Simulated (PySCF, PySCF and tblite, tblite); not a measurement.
# C₇H₁₄Si: conformers and averaged spectra, part 1 of 2

Aim: find the conformers of C₇H₁₄Si (`[SiH3][C@@H]1CCCC12CC2`), weigh them, and average their properties.

Computed with tblite 0.8.0 (tight binding) and PySCF 2.14.0 (DFT, with response routines of our own); each step states its level. Atoms count from 0 throughout.

## 1. The starting structure

22 atoms, charge 0, multiplicity 1; geometry from: MMFF94s geometry.

Bonds of the start (Å): C1–C2 1.54, C1–C5 1.53, C1–H11 1.09, C2–C3 1.53, C2–H12 1.08, C2–H13 1.11, C3–C4 1.53, C3–H14 1.10, C3–H15 1.12, C4–C5 1.52, C4–H16 1.09, C4–H17 1.10, C5–C6 1.51, C5–C7 1.50, C6–C7 1.49, C6–H18 1.08, C6–H19 1.09, C7–H20 1.09, C7–H21 1.09, Si0–C1 1.92, Si0–H10 1.49, Si0–H8 1.49, Si0–H9 1.47.

## 2. GFN2-xTB relaxation, conformer 1

What the job is given:

```
{"job": {"xc": "GFN2-xTB", "basis": "xTB", "kind": "relax"}, "charge": 0, "multiplicity": 1}
Si     1.843900    -1.388300     0.596500
C      0.800100    -0.204800    -0.495800
C      1.191600     1.277200    -0.306600
C      0.272900     1.774200     0.807900
C     -1.062800     1.075000     0.548200
C     -0.707900    -0.184600    -0.225100
C     -1.554100    -1.430100    -0.101300
C     -1.628500    -0.603900    -1.339400
H      1.639000    -1.077100     2.037900
H      3.272600    -1.227100     0.277400
H      1.444000    -2.799500     0.341600
H      1.005300    -0.501300    -1.522600
H      2.236000     1.456200    -0.083200
H      0.938800     1.829200    -1.230600
H      0.174200     2.865000     0.837100
H      0.665200     1.451000     1.801200
H     -1.588100     0.862200     1.478200
H     -1.697800     1.723000    -0.070300
H     -1.098800    -2.409600    -0.177100
H     -2.398200    -1.410600     0.584700
H     -2.546700    -0.034700    -1.510000
H     -1.211500    -1.021900    -2.249700
```

Launch:

```console
$ OMP_NUM_THREADS=1 python ens_run.py task.json out
```

One launch serves the whole session.

Output:

```text
step      E/eV     max force
  0    -648.77914    0.845
  1    -648.81549    0.301
  2    -648.82463    0.200
  3    -648.83101    0.158
  4    -648.83461    0.173
  5    -648.83876    0.158
  6    -648.84204    0.135
  7    -648.84516    0.151
  8    -648.84740    0.149
  9    -648.84904    0.096
 10    -648.85035    0.071
 11    -648.85160    0.081
 12    -648.85281    0.111
 13    -648.85391    0.110
 14    -648.85495    0.085
 15    -648.85600    0.071
 16    -648.85700    0.074
 17    -648.85782    0.053
 18    -648.85841    0.049
 19    -648.85886    0.053
 20    -648.85932    0.059
 21    -648.85985    0.053
 22    -648.86046    0.051
 23    -648.86109    0.054
 24    -648.86160    0.046
 25    -648.86198    0.042
 26    -648.86227    0.035
 27    -648.86227    0.035
 28    -648.86242    0.030
 29    -648.86280    0.034
 30    -648.86292    0.035
 31    -648.86323    0.026
 32    -648.86338    0.025
 33    -648.86349    0.023
 34    -648.86359    0.025
 35    -648.86371    0.024
 36    -648.86385    0.027
 37    -648.86400    0.025
 38    -648.86415    0.035
 39    -648.86429    0.036
 40    -648.86442    0.025
 41    -648.86455    0.024
 42    -648.86468    0.028
 43    -648.86482    0.028
 44    -648.86497    0.030
 45    -648.86515    0.027
 46    -648.86535    0.030
 47    -648.86555    0.033
 48    -648.86574    0.034
 49    -648.86593    0.029
 50    -648.86610    0.033
 51    -648.86630    0.031
 52    -648.86653    0.045
 53    -648.86685    0.051
 54    -648.86722    0.047
 55    -648.86761    0.046
 56    -648.86795    0.037
 57    -648.86820    0.029
 58    -648.86843    0.031
 59    -648.86868    0.036
 60    -648.86892    0.033
 61    -648.86915    0.040
 62    -648.86938    0.030
 63    -648.86962    0.041
 64    -648.86990    0.049
 65    -648.87020    0.042
 66    -648.87049    0.050
 67    -648.87073    0.042
 68    -648.87095    0.042
 69    -648.87114    0.032
 70    -648.87145    0.031
 71    -648.87161    0.040
 72    -648.87189    0.038
 73    -648.87208    0.033
 74    -648.87224    0.030
 75    -648.87236    0.028
 76    -648.87247    0.029
 77    -648.87257    0.024
 78    -648.87267    0.021
 79    -648.87277    0.021
 80    -648.87288    0.024
 81    -648.87298    0.027
 82    -648.87312    0.020
 83    -648.87323    0.019
 84    -648.87330    0.017
 85    -648.87334    0.014
 86    -648.87338    0.012
 87    -648.87342    0.018
 88    -648.87345    0.017
 89    -648.87347    0.010
 90    -648.87348    0.006
 91    -648.87348    0.006
 92    -648.87349    0.007
 93    -648.87350    0.005
 94    -648.87350    0.005
 95    -648.87351    0.006
 96    -648.87351    0.006
 97    -648.87352    0.006
 98    -648.87352    0.004
 99    -648.87352    0.003
```

Wall time 0.79 s (1 thread of Arm Neoverse V1, shared host).

Gain 0.094 eV; displacement 0.20 Å root mean square.

GFN2-xTB relaxation, conformer 2:

What the job is given:

```
{"job": {"xc": "GFN2-xTB", "basis": "xTB", "kind": "relax"}, "charge": 0, "multiplicity": 1}
Si     1.810200    -1.596700     0.584600
C      0.775600    -0.302900    -0.342500
C      1.364900     1.123600    -0.186500
C      0.180100     2.047000    -0.521900
C     -0.986800     1.357000     0.198900
C     -0.712900    -0.118800     0.005200
C     -1.579400    -1.130900     0.718500
C     -1.717800    -0.941500    -0.752600
H      1.259400    -2.959900     0.355900
H      1.796600    -1.316400     2.049900
H      3.203100    -1.566400     0.098700
H      0.832500    -0.574500    -1.396200
H      1.687200     1.325900     0.846600
H      2.210000     1.298800    -0.861500
H      0.007200     2.069900    -1.594300
H      0.333100     3.066200    -0.154700
H     -0.978000     1.606400     1.263400
H     -1.945900     1.670700    -0.229900
H     -1.172200    -2.073700     1.070400
H     -2.374800    -0.763800     1.363600
H     -2.628800    -0.458500    -1.116300
H     -1.373700    -1.742300    -1.400000
```

Output:

```text
step      E/eV     max force
  0    -648.78431    0.733
  1    -648.81853    0.324
  2    -648.82902    0.206
  3    -648.83465    0.179
  4    -648.83847    0.185
  5    -648.84217    0.127
  6    -648.84561    0.156
  7    -648.84903    0.160
  8    -648.85163    0.152
  9    -648.85331    0.083
 10    -648.85447    0.071
 11    -648.85560    0.087
 12    -648.85685    0.118
 13    -648.85816    0.111
 14    -648.85940    0.084
 15    -648.86056    0.085
 16    -648.86164    0.077
 17    -648.86259    0.057
 18    -648.86330    0.052
 19    -648.86383    0.054
 20    -648.86433    0.060
 21    -648.86490    0.057
 22    -648.86551    0.054
 23    -648.86608    0.055
 24    -648.86650    0.046
 25    -648.86680    0.037
 26    -648.86680    0.037
 27    -648.86693    0.033
 28    -648.86723    0.034
 29    -648.86734    0.042
 30    -648.86761    0.043
 31    -648.86775    0.027
 32    -648.86789    0.025
 33    -648.86804    0.022
 34    -648.86820    0.035
 35    -648.86835    0.032
 36    -648.86848    0.030
 37    -648.86864    0.031
 38    -648.86882    0.029
 39    -648.86898    0.032
 40    -648.86911    0.028
 41    -648.86924    0.025
 42    -648.86939    0.029
 43    -648.86958    0.027
 44    -648.86976    0.032
 45    -648.86992    0.035
 46    -648.87008    0.027
 47    -648.87024    0.029
 48    -648.87041    0.029
 49    -648.87057    0.030
 50    -648.87077    0.038
 51    -648.87097    0.036
 52    -648.87115    0.027
 53    -648.87127    0.024
 54    -648.87137    0.021
 55    -648.87147    0.025
 56    -648.87157    0.021
 57    -648.87166    0.016
 58    -648.87172    0.018
 59    -648.87177    0.018
 60    -648.87183    0.018
 61    -648.87189    0.019
 62    -648.87194    0.018
 63    -648.87199    0.019
 64    -648.87203    0.020
 65    -648.87208    0.013
 66    -648.87212    0.014
 67    -648.87216    0.014
 68    -648.87220    0.014
 69    -648.87223    0.012
 70    -648.87225    0.012
 71    -648.87227    0.012
 72    -648.87230    0.012
 73    -648.87233    0.013
 74    -648.87236    0.011
 75    -648.87239    0.012
 76    -648.87241    0.013
 77    -648.87245    0.016
 78    -648.87248    0.013
 79    -648.87251    0.011
 80    -648.87254    0.012
 81    -648.87257    0.012
 82    -648.87260    0.014
 83    -648.87264    0.013
 84    -648.87267    0.013
 85    -648.87270    0.013
 86    -648.87272    0.010
 87    -648.87274    0.010
 88    -648.87275    0.008
 89    -648.87277    0.011
 90    -648.87278    0.011
 91    -648.87280    0.009
 92    -648.87282    0.010
 93    -648.87284    0.010
 94    -648.87287    0.014
 95    -648.87290    0.017
 96    -648.87295    0.015
 97    -648.87299    0.016
 98    -648.87305    0.018
 99    -648.87312    0.025
100    -648.87319    0.026
101    -648.87326    0.019
102    -648.87333    0.018
103    -648.87338    0.019
104    -648.87345    0.023
105    -648.87354    0.028
106    -648.87365    0.029
107    -648.87375    0.021
108    -648.87382    0.020
109    -648.87387    0.021
110    -648.87394    0.023
111    -648.87402    0.024
112    -648.87410    0.020
113    -648.87417    0.016
114    -648.87423    0.016
115    -648.87429    0.021
116    -648.87436    0.019
117    -648.87443    0.025
118    -648.87449    0.026
119    -648.87455    0.021
120    -648.87459    0.021
121    -648.87463    0.015
122    -648.87466    0.012
123    -648.87468    0.012
124    -648.87471    0.013
125    -648.87474    0.014
126    -648.87477    0.013
127    -648.87480    0.010
128    -648.87482    0.013
129    -648.87484    0.012
130    -648.87486    0.008
131    -648.87487    0.008
132    -648.87488    0.011
133    -648.87490    0.015
134    -648.87492    0.014
135    -648.87494    0.010
136    -648.87496    0.008
137    -648.87497    0.007
138    -648.87498    0.006
139    -648.87498    0.007
140    -648.87499    0.009
141    -648.87500    0.010
142    -648.87501    0.009
143    -648.87501    0.004
144    -648.87501    0.002
```

It took 1.1 s on 1 thread of Arm Neoverse V1, shared host.

Gain 0.091 eV; displacement 0.19 Å root mean square.

## 3. Shieldings, conformer 1: KT2/pcSseg-1

What the job is given:

```
{"job": {"xc": "KT2", "basis": "pcSseg-1", "kind": "nmr", "pop": true}, "charge": 0, "multiplicity": 1}
Si     1.727707    -1.339760     0.671113
C      0.792879    -0.201714    -0.546759
C      1.189450     1.270103    -0.403882
C      0.356582     1.740758     0.783160
C     -0.999449     1.058768     0.574277
C     -0.705661    -0.171608    -0.277730
C     -1.501248    -1.429204    -0.102040
C     -1.683092    -0.592516    -1.334759
H      1.149216    -1.259517     2.012551
H      3.134538    -0.931763     0.710142
H      1.646013    -2.724490     0.199352
H      0.988290    -0.548031    -1.566068
H      2.258400     1.413729    -0.247672
H      0.897581     1.823794    -1.300424
H      0.270487     2.826093     0.831253
H      0.815384     1.393058     1.710132
H     -1.465039     0.790624     1.523820
H     -1.682967     1.727217     0.045904
H     -0.998111    -2.379105    -0.202443
H     -2.296221    -1.435623     0.629372
H     -2.602533    -0.034385    -1.440074
H     -1.302619    -0.977043    -2.270075
```

Output:

```text
coarse grid: 17912 points
cycle   1  E = -571.8753949070  dE =  7.394e-01  |g| = 5.714e-01  |ddm| = 4.221e+00
cycle   2  E = -571.7290331679  dE =  1.464e-01  |g| = 9.343e-01  |ddm| = 1.644e+00
cycle   3  E = -571.9687763067  dE = -2.397e-01  |g| = 1.269e-01  |ddm| = 1.199e+00
cycle   4  E = -571.9722593179  dE = -3.483e-03  |g| = 4.688e-02  |ddm| = 2.007e-01
cycle   5  E = -571.9727869842  dE = -5.277e-04  |g| = 6.814e-03  |ddm| = 4.953e-02
cycle   6  E = -571.9727973775  dE = -1.039e-05  |g| = 2.798e-03  |ddm| = 1.120e-02
cycle   7  E = -571.9727993902  dE = -2.013e-06  |g| = 5.890e-04  |ddm| = 3.471e-03
final grid: 165592 points
cycle   8  E = -571.9971547284  dE = -3.018e-04  |g| = 1.824e-02  |ddm| = 7.559e-02
cycle   9  E = -571.9970271505  dE =  1.276e-04  |g| = 2.738e-02  |ddm| = 4.470e-02
cycle  10  E = -571.9972193791  dE = -1.922e-04  |g| = 4.561e-03  |ddm| = 3.489e-02
cycle  11  E = -571.9972238371  dE = -4.458e-06  |g| = 1.362e-03  |ddm| = 6.460e-03
cycle  12  E = -571.9972243079  dE = -4.709e-07  |g| = 1.551e-04  |ddm| = 1.433e-03
cycle  13  E = -571.9972243130  dE = -5.085e-09  |g| = 6.297e-05  |ddm| = 2.418e-04
cycle  14  E = -571.9972243140  dE = -1.022e-09  |g| = 1.626e-05  |ddm| = 8.013e-05
cycle  15  E = -571.9972243141  dE = -6.730e-11  |g| = 3.180e-06  |ddm| = 2.230e-05
converged SCF energy = -571.9972243141

GIAO shielding tensors (ppm)
atom      isotropic    diamagn.    paramagn.     s11        s22        s33       span
  0 Si     432.637     883.889    -451.252    391.644    423.628    482.640     90.996
  1 C      150.387     248.019     -97.632    123.356    154.267    173.539     50.183
  2 C      147.583     249.363    -101.780    123.152    155.888    163.708     40.556
  3 C      153.044     251.932     -98.888    126.301    165.739    167.092     40.791
  4 C      145.554     246.491    -100.937    113.367    147.331    175.962     62.595
  5 C      159.627     252.189     -92.563    125.469    142.132    211.279     85.809
  6 C      170.183     251.976     -81.793    140.243    172.195    198.111     57.868
  7 C      162.120     253.457     -91.337    121.418    172.703    192.240     70.823
  8 H       27.696      30.670      -2.974     24.322     26.689     32.077      7.756
  9 H       28.012      30.048      -2.035     24.210     25.864     33.963      9.753
 10 H       27.772      30.328      -2.556     23.788     26.325     33.203      9.415
 11 H       30.238      33.215      -2.976     26.595     28.450     35.670      9.074
 12 H       29.643      31.298      -1.655     25.194     27.287     36.448     11.254
 13 H       29.306      31.615      -2.309     24.899     26.919     36.101     11.203
 14 H       29.581      29.796      -0.215     24.978     26.671     37.096     12.118
 15 H       29.687      31.962      -2.276     26.519     27.027     35.514      8.995
 16 H       29.651      31.413      -1.762     24.903     28.534     35.517     10.614
 17 H       29.804      31.331      -1.528     23.846     29.168     36.396     12.550
 18 H       30.939      32.353      -1.415     25.439     28.914     38.464     13.026
 19 H       31.057      31.714      -0.658     25.688     27.919     39.562     13.874
 20 H       31.104      32.013      -0.910     25.651     28.109     39.550     13.899
 21 H       30.957      32.490      -1.532     25.486     28.597     38.789     13.304
```

It took 74 s on 1 thread of Arm Neoverse V1, shared host; peak memory 0.81 GiB.

This run: HOMO -6.12 eV, LUMO -0.03 eV; dipole 0.79 D.

The fields below are evaluated on a grid from the run's orbitals.

Frontier orbitals at KT2/pcSseg-1, with the share of their density that lies nearest to each atom:

| orbital | energy (eV) | lies on |
| --- | --- | --- |
| HOMO | -6.12 | C5 22 %; C1, C7 about 14 % each; C6 10 % |
| LUMO | -0.03 | H8, H9, H10 about 13 % each; Si0 11 %; H11, H12, H15 about 7 % each |

ELF in a plane through or near 7 of the atoms.

Ten even steps from '0' (0.00) to '9' (1.00):
```
0000000000000000000000000000
0000000000000000000000000000
0000000000000145410000000000
0000000000004999962000000000
0000000000004999984234310000
0000000599800899733799970000
0000001899960241681999993000
0000001699960131561899981000
0000023633463137632355420000
0000013654786543310000000000
0000001111346620111000000000
0000024200278655465200000000
0000023001475377514300000000
0000000007999745899610000000
0000000019999403999950000000
0000000003796001999930000000
0000000000000000011000000000
0000000000000000000000000000
0000000000000000000000000000
0000000000000000000000000000
```
The map spans 10.7 Å across and 11.5 Å up, centred on the molecule. Atoms in the plane (x, y in Å): Si0 (1.3, 1.9), C3 (1.2, -1.5), C6 (-1.9, 0.8), H10 (0.6, 3.1), H14 (1.5, -2.5), H17 (-0.9, -2.2), H18 (-1.8, 1.9).

On the surface of density 0.002 e/bohr³ the electrostatic potential runs, from the 1st to the 99th percentile, from -0.43 V near C6 to 0.61 V near H9.

## 4. Single-point energy, conformer 1: B3LYP/def2-SVP

The job, as its differences from that of step 3:

```diff
@@ -1,2 +1,2 @@
-{"job": {"xc": "KT2", "basis": "pcSseg-1", "kind": "nmr", "pop": true}, "charge": 0, "multiplicity": 1}
+{"job": {"xc": "B3LYP", "basis": "def2-SVP", "kind": "sp"}, "charge": 0, "multiplicity": 1}
 Si     1.727707    -1.339760     0.671113
```

Output:

```text
coarse grid: 17912 points
cycle   1  E = -564.1995942903  dE =  8.588e-01  |g| = 4.599e-01  |ddm| = 4.772e+00
cycle   2  E = -564.1668697249  dE =  3.272e-02  |g| = 5.873e-01  |ddm| = 1.372e+00
cycle   3  E = -564.2610838690  dE = -9.421e-02  |g| = 6.781e-02  |ddm| = 8.817e-01
cycle   4  E = -564.2619075738  dE = -8.237e-04  |g| = 3.600e-02  |ddm| = 1.324e-01
cycle   5  E = -564.2622185800  dE = -3.110e-04  |g| = 4.922e-03  |ddm| = 4.326e-02
cycle   6  E = -564.2622243950  dE = -5.815e-06  |g| = 1.086e-03  |ddm| = 7.678e-03
final grid: 165592 points
cycle   7  E = -564.3568205604  dE = -6.018e-05  |g| = 6.677e-03  |ddm| = 5.568e-02
cycle   8  E = -564.3568118977  dE =  8.663e-06  |g| = 8.829e-03  |ddm| = 1.979e-02
cycle   9  E = -564.3568327561  dE = -2.086e-05  |g| = 7.606e-04  |ddm| = 1.218e-02
cycle  10  E = -564.3568328866  dE = -1.304e-07  |g| = 2.402e-04  |ddm| = 1.191e-03
cycle  11  E = -564.3568329003  dE = -1.373e-08  |g| = 4.566e-05  |ddm| = 3.039e-04
cycle  12  E = -564.3568329009  dE = -5.580e-10  |g| = 1.453e-05  |ddm| = 8.455e-05
converged SCF energy = -564.3568329009
```

Run time: 14 s. Hardware: 1 thread of Arm Neoverse V1, shared host; peak memory 0.76 GiB.

In short: HOMO -6.99 eV, LUMO 1.00 eV; dipole 0.76 D.

## 5. Shieldings, conformer 2: KT2/pcSseg-1

What the job is given:

```
{"job": {"xc": "KT2", "basis": "pcSseg-1", "kind": "nmr", "pop": false}, "charge": 0, "multiplicity": 1}
Si     1.721484    -1.654371     0.482060
C      0.765889    -0.257985    -0.387327
C      1.348199     1.130794    -0.099294
C      0.221580     2.078998    -0.498362
C     -1.022892     1.383943     0.052896
C     -0.716513    -0.107102    -0.054549
C     -1.463141    -1.063489     0.826137
C     -1.718565    -1.047105    -0.651873
H      1.181157    -2.960043     0.094708
H      1.646428    -1.485646     1.934526
H      3.120229    -1.577772     0.053703
H      0.838630    -0.422047    -1.470826
H      1.557631     1.241811     0.966814
H      2.270622     1.314612    -0.649421
H      0.163102     2.145181    -1.586544
H      0.351280     3.084373    -0.098673
H     -1.166238     1.658201     1.101256
H     -1.925942     1.658612    -0.493175
H     -0.947830    -1.914102     1.245259
H     -2.226414    -0.657406     1.474876
H     -2.659844    -0.652688    -1.006490
H     -1.349264    -1.877384    -1.236546
```

Output:

```text
coarse grid: 17912 points
cycle   1  E = -571.8789025630  dE =  7.373e-01  |g| = 5.712e-01  |ddm| = 4.235e+00
cycle   2  E = -571.7321754839  dE =  1.467e-01  |g| = 9.340e-01  |ddm| = 1.649e+00
cycle   3  E = -571.9723420818  dE = -2.402e-01  |g| = 1.263e-01  |ddm| = 1.198e+00
cycle   4  E = -571.9757992866  dE = -3.457e-03  |g| = 4.698e-02  |ddm| = 1.965e-01
cycle   5  E = -571.9763304341  dE = -5.311e-04  |g| = 6.798e-03  |ddm| = 4.898e-02
cycle   6  E = -571.9763407826  dE = -1.035e-05  |g| = 2.733e-03  |ddm| = 1.076e-02
cycle   7  E = -571.9763427234  dE = -1.941e-06  |g| = 5.539e-04  |ddm| = 3.305e-03
final grid: 165592 points
cycle   8  E = -571.9987336591  dE = -2.995e-04  |g| = 1.858e-02  |ddm| = 7.279e-02
cycle   9  E = -571.9986005006  dE =  1.332e-04  |g| = 2.799e-02  |ddm| = 4.448e-02
cycle  10  E = -571.9988025367  dE = -2.020e-04  |g| = 4.551e-03  |ddm| = 3.488e-02
cycle  11  E = -571.9988069488  dE = -4.412e-06  |g| = 1.457e-03  |ddm| = 6.472e-03
cycle  12  E = -571.9988074833  dE = -5.345e-07  |g| = 1.341e-04  |ddm| = 1.468e-03
cycle  13  E = -571.9988074869  dE = -3.655e-09  |g| = 5.676e-05  |ddm| = 1.991e-04
cycle  14  E = -571.9988074878  dE = -8.504e-10  |g| = 1.303e-05  |ddm| = 7.552e-05
converged SCF energy = -571.9988074878

GIAO shielding tensors (ppm)
atom      isotropic    diamagn.    paramagn.     s11        s22        s33       span
  0 Si     436.626     883.957    -447.331    399.988    428.030    481.860     81.872
  1 C      152.116     249.660     -97.544    127.211    155.507    173.630     46.419
  2 C      146.303     250.277    -103.974    117.657    157.203    164.049     46.392
  3 C      152.089     250.882     -98.793    130.537    157.035    168.694     38.156
  4 C      142.638     247.333    -104.695    110.550    146.266    171.098     60.548
  5 C      160.557     251.316     -90.759    124.105    143.077    214.488     90.383
  6 C      167.949     253.054     -85.105    134.199    171.776    197.872     63.672
  7 C      168.214     253.442     -85.228    135.140    172.048    197.452     62.312
  8 H       27.962      30.058      -2.097     23.928     26.535     33.422      9.494
  9 H       28.078      30.409      -2.331     24.771     26.420     33.043      8.273
 10 H       27.882      29.309      -1.427     24.076     25.769     33.802      9.726
 11 H       29.965      33.231      -3.266     25.542     28.599     35.754     10.211
 12 H       30.031      32.475      -2.443     25.155     29.317     35.621     10.466
 13 H       29.467      30.794      -1.326     24.367     27.643     36.391     12.024
 14 H       29.870      31.356      -1.486     25.456     27.475     36.680     11.225
 15 H       29.623      29.510       0.113     25.091     26.508     37.269     12.178
 16 H       29.649      31.684      -2.035     23.987     28.809     36.153     12.166
 17 H       29.941      31.262      -1.320     24.776     28.986     36.061     11.285
 18 H       30.835      32.847      -2.011     24.640     29.898     37.969     13.330
 19 H       31.249      32.053      -0.804     25.442     28.232     40.073     14.631
 20 H       30.984      32.303      -1.318     25.358     28.032     39.563     14.204
 21 H       31.236      32.775      -1.540     25.110     29.501     39.096     13.986
```

Wall time 57 s (1 thread of Arm Neoverse V1, shared host); peak memory 0.85 GiB.

Key values: HOMO -6.26 eV, LUMO 0.04 eV; dipole 0.83 D.

(Continued in part 2 of 2.)
